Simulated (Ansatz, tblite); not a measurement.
# In4Sb5 zinc blende off sphere (In4Sb5H16+): a ladder of methods and basis sets

Aim: run the singlet of In4Sb5 zinc blende off sphere (In4Sb5H16+) at one geometry on many levels, and compare frontier levels, spin and run time.

The runs use Ansatz 0.2.0, Gaussian basis; as each input shows.

Plan: GFN1-xTB, GFN2-xTB, PBE-D4/def2-TZVP, r2SCAN-D4/def2-TZVP, ωB97X-V/def2-TZVP, PBE-QIDH/def2-TZVP, CAM-B3LYP-D4/def2-TZVP, PBE-D4/def2-SVP, PBE0-D4/def2-SVP, MP2/def2-TZVP, RPA/def2-TZVP.

1 further run of the same task is left out (set aside as unsound or not needed).

## 1. The geometry

The geometry is that of the singlet, from an earlier relaxation (r2SCAN-D4/def2-SVP).

25 atoms, charge 1, spin multiplicity 1.

Bond lengths: Sb1–In6 2.851 Å, Sb1–In7 2.936 Å, Sb1–H10 1.699 Å, Sb1–H11 1.700 Å, Sb2–In6 2.852 Å, Sb2–In8 2.937 Å, Sb2–H12 1.699 Å, Sb2–H13 1.700 Å, Sb3–In6 2.877 Å, Sb3–In9 2.877 Å, Sb3–H14 1.698 Å, Sb3–H15 1.698 Å, Sb4–In7 2.936 Å, Sb4–In9 2.852 Å, Sb4–H16 1.700 Å, Sb4–H17 1.699 Å, Sb5–In8 2.937 Å, Sb5–In9 2.852 Å and more. Angles: In6–Sb1–In7 131.2°, In6–Sb1–H10 102.8°, In6–Sb1–H11 102.8°, In7–Sb1–H10 108.7°, In7–Sb1–H11 109.8°, H10–Sb1–H11 96.0°, In6–Sb2–In8 131.3°, In6–Sb2–H12 102.8°, In6–Sb2–H13 102.7°, In8–Sb2–H12 108.6°, In8–Sb2–H13 109.7°, H12–Sb2–H13 96.0°, In6–Sb3–In9 124.1°, In6–Sb3–H14 108.1°, In6–Sb3–H15 108.1°, In9–Sb3–H14 108.1°, In9–Sb3–H15 108.1°, H14–Sb3–H15 96.8° and more.

In, Sb take a core potential in the def2 sets. No spin-orbit coupling is included. The ion is computed in the gas phase, without counter-ions or solvent.

PBE0-D4/def2-TZVP was run before; its log isn't repeated, and its numbers join the tables.

## 2. GFN1-xTB

Tight binding, by tblite at 300 K electronic temperature and without a spin-polarisation term:

```python
tblite.interface.Calculator('GFN1-xTB', numbers, positions, charge=1, uhf=0).singlepoint()
```

Energy -735.4444 eV, HOMO -12.78 eV, LUMO -10.14 eV; 0.056 s.

## 3. GFN2-xTB

Tight binding, by tblite at 300 K electronic temperature and without a spin-polarisation term:

```python
tblite.interface.Calculator('GFN2-xTB', numbers, positions, charge=1, uhf=0).singlepoint()
```

Energy -642.5130 eV, HOMO -13.15 eV, LUMO -10.47 eV; 0.053 s.

## 4. PBE-D4/def2-TZVP

start.molden holds the orbitals of an earlier run on this state, given as this run's starting guess.

in.yaml

```yaml
crystal:
  periodic: [false, false, false]
  atoms:
    - {symbol: Sb, position_ang: [0.311950, -3.104611, 0.053393]}
    - {symbol: Sb, position_ang: [0.306886, 0.052290, -3.103245]}
    - {symbol: Sb, position_ang: [-2.774547, -0.006379, -0.002731]}
    - {symbol: Sb, position_ang: [0.304800, -0.053620, 3.102563]}
    - {symbol: Sb, position_ang: [0.298844, 3.104614, -0.052272]}
    - {symbol: In, position_ang: [-1.422424, -1.802418, -1.797819]}
    - {symbol: In, position_ang: [2.198156, -2.023446, 2.026886]}
    - {symbol: In, position_ang: [2.187650, 2.036476, -2.030896]}
    - {symbol: In, position_ang: [-1.431891, 1.793041, 1.796109]}
    - {symbol: H, position_ang: [1.131168, -4.226195, -0.924818]}
    - {symbol: H, position_ang: [-0.715452, -4.234627, 0.798990]}
    - {symbol: H, position_ang: [1.128733, -0.924849, -4.223926]}
    - {symbol: H, position_ang: [-0.723347, 0.792771, -4.234110]}
    - {symbol: H, position_ang: [-3.901802, -0.905117, 0.893800]}
    - {symbol: H, position_ang: [-3.901553, 0.889740, -0.902184]}
    - {symbol: H, position_ang: [-0.722716, -0.802403, 4.230380]}
    - {symbol: H, position_ang: [1.118955, 0.926698, 4.226037]}
    - {symbol: H, position_ang: [-0.730852, 4.235786, -0.792923]}
    - {symbol: H, position_ang: [1.116443, 4.223967, 0.929915]}
    - {symbol: H, position_ang: [-2.462158, -2.765937, -2.763484]}
    - {symbol: H, position_ang: [2.320267, -3.227288, 3.232741]}
    - {symbol: H, position_ang: [3.253820, -1.069409, 1.075444]}
    - {symbol: H, position_ang: [2.291920, 3.241404, -3.237191]}
    - {symbol: H, position_ang: [3.256812, 1.093956, -1.083659]}
    - {symbol: H, position_ang: [-2.476862, 2.753256, 2.759402]}
basis:
  gaussian: {orbitals: def2-TZVP, fitting: {mean_field: def2-universal-jkfit}, initial_orbitals: start.molden}
total_charge: 1
hamiltonian: {xc: pbe, dispersion: d4}
scf: {omitted_lower_state_checks: [starts]}
output: {forces: true, orbitals: {seedname: orbitals}}
```

Started as:

```bash
$ ansatz run in.yaml --threads 2 --pin off --events-out ev --progress --plain --max-ram 32768MiB --backend cuda --devices 0, --max-vram 18GiB
```

After this run come: r2SCAN-D4/def2-TZVP; ωB97X-V/def2-TZVP; PBE-QIDH/def2-TZVP; CAM-B3LYP-D4/def2-TZVP; PBE-D4/def2-SVP; PBE0-D4/def2-SVP; MP2/def2-TZVP; RPA/def2-TZVP.

Before running them: what should the planned runs give, taken together? Wanted: gap in def2-TZVP, named functionals, smallest and largest; correlation energy, MP2/def2-TZVP; PBE0 total energy, smallest basis above largest.

As calculated:

| quantity | value |
| --- | --- |
| gap in def2-TZVP, named functionals, smallest and largest | 3.72 eV (PBE-D4), 9.19 eV (ωB97X-V) |
| correlation energy, MP2/def2-TZVP | -79.81 eV |
| PBE0 total energy, smallest basis above largest | 1.97 eV (def2-SVP, def2-TZVP) |

**Reading.** Over the named functionals in def2-TZVP the gap runs from 3.72 eV (PBE-D4) to 9.19 eV (ωB97X-V); exact exchange widens it.
